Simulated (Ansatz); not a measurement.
MgNiH, space group P4/mmm, a fixed-spin-moment curve

With Ansatz 0.2.0, Python API.

The cells in order, each with its output:

In [1]:
```python
import ansatz as az
```

In [2]:
```python
mgnih = (
    az.Lattice.of((3.088117, 0.0, 0.0), (0.0, 3.088117, 0.0), (0.0, 0.0, 3.257024))
    .atom("Mg", (0.0, 0.0, 0.0))
    .atom("Ni", (0.5, 0.5, 0.5))
    .atom("H", (0.5, 0.5, 0.0))
)
```

In [3]:
```python
calculation = (
    mgnih.calculation()
    .occupations("fermi_dirac", width=0.1)
    .kpoints(11, 11, 10, center="gamma")
    .functional("lda")
    .pseudopotentials("paw")
)
# a hard lock holds the total moment, with one Fermi level a spin
rows = []
for total in [0.0, 0.4, 0.7, 1.1, 1.4, 1.8]:
    rep = calculation.spin("collinear", total=total, lock="hard").run().report
    up, down = rep["spin_fermi_energies_ev"]
    rows.append((total, rep["free_energy_ev"], up - down, rep["absolute_magnetization_mub"]))
reference = rows[0][1]
rows = [(m, 1000 * (e - reference), split, size) for m, e, split, size in rows]
print("     total muB    F - F(0) meV  EF up - down eV    absolute muB")
for row in rows:
    print(f"{str(row[0]):>14s}  {row[1]:14.2f}  {row[2]:15.4f}  {row[3]:14.3f}")
best = min(rows, key=lambda row: row[1])
print(f"lowest at {best[0]} muB per cell, {best[1]:.1f} meV against the first point")
```
```text
DeckWarning: basis.ecutwfc = 420 eV, auto-derived from the records' recommended cutoffs: set by Mg (normal level)
RunWarning: this spin-polarised run has no starting moment large enough to seed its density, and nothing else in its deck makes the two spin channels differ, so an SCF from that start keeps the magnetisation at zero until it first converges, unless a state [...]
     total muB    F - F(0) meV  EF up - down eV    absolute muB
           0.0            0.00           0.0000           0.000
           0.4           65.63           0.6854           0.400
           0.7          227.56           1.4431           0.700
           1.1          585.11           2.1810           1.100
           1.4          962.00           2.7898           1.400
           1.8         1591.68           3.5269           1.800
lowest at 0.0 muB per cell, 0.0 meV against the first point
```

The lowest point lies at 0 μB a cell, the first of the scan; at 1.8 μB the energy is 1592 meV above the lowest.

Reading the output:
- The structure comes from a database of computed cells and needn't be a stable or known phase.
- Warnings are shown shortened and without file and line.
- Only points where the Fermi levels of the two spins meet (minima, maxima and zero moment) are free solutions; a shallow minimum can lie between the points.
- Hardware and time: 64 s on 1 thread of Arm Neoverse V2, with other jobs on the host, peak memory 0.5 GiB.
